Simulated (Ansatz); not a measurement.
# BeSb: a ladder of basis sets

Computed with Ansatz 0.2.0 through its Python package.

The cells in order, each with its output:

In [1]:
```python
import warnings

import ansatz as az
```

In [2]:
```python
FUNCTIONAL = 'B3LYP'
```

In [3]:
```python
warnings.simplefilter('ignore', az.DeckWarning)
```

In [4]:
```python
mol = (
    az.Crystal.molecule()
    .atom('Be', [0.0, 0.0, 0.0])
    .atom('Sb', [0.0, 0.0, 2.325])
)
```

In [5]:
```python
setup = (
    mol.calculation()
    .functional(FUNCTIONAL)
    .spin('collinear', total=1)
)
```

In [6]:
```python
energies = {}
for basis in ['def2-SVP', 'def2-SVPD', 'def2-TZVP', 'def2-TZVPP']:
    report = setup.basis(gaussian=basis).run(threads=1).report
    size = report['n_frozen'] + report['n_occupied'][0] + report['n_virtual'][0]
    energies[basis] = (report['reference_energy_ev'] / 27.211386246, report['free_energy_ev'] / 27.211386246)
    print(f'{basis:14s} {size:4d} orbitals  reference {energies[basis][0]:14.6f} Ha  total {energies[basis][1]:14.6f} Ha')
```
```text
def2-SVP         35 orbitals  reference    -254.977792 Ha  total    -254.977792 Ha
def2-SVPD        44 orbitals  reference    -254.979451 Ha  total    -254.979451 Ha
def2-TZVP        69 orbitals  reference    -255.000380 Ha  total    -255.000380 Ha
def2-TZVPP       69 orbitals  reference    -255.000380 Ha  total    -255.000380 Ha
```

In [7]:
```python
last = energies['def2-TZVPP'][1]
for basis, (_, total) in energies.items():
    print(f'{basis:14s} lies {27.211386 * (total - last):9.4f} eV above def2-TZVPP')
```
```text
def2-SVP       lies    0.6146 eV above def2-TZVPP
def2-SVPD      lies    0.5695 eV above def2-TZVPP
def2-TZVP      lies    0.0000 eV above def2-TZVPP
def2-TZVPP     lies    0.0000 eV above def2-TZVPP
```

Against def2-SVP: def2-SVPD -1.7 mHa, def2-TZVP -22.6 mHa and def2-TZVPP -22.6 mHa. The last step alone is +0.00 mHa (these two sets differ little on atoms other than hydrogen). From the first set to the last the time grows from 9.2 to 17.6 s.

Notes:
- The drop along the ladder measures the basis error, and is no property of the molecule.
- The geometry is a force-field or estimated start, not a minimum of this method, and the last set is no limit. Much of the fall in a total is atomic energy, which cancels in bond and reaction energies.
- def2 sets replace the cores of elements past krypton by effective core potentials.
- The run takes the species as open-shell (spin multiplicity 2), which needn't be its ground state.
- The expectation value of S² is noticeably off S(S+1) in at least one run, so that state is spin-contaminated.
- b3lyp holds the VWN-RPA fit, as in Gaussian; the form of ORCA and Turbomole is b3lyp5.
- The spin state was assumed, and another may lie lower.
- The whole script took 64 s on 1 thread of Arm Neoverse V1, with other jobs on the host, peak memory 0.23 GiB.
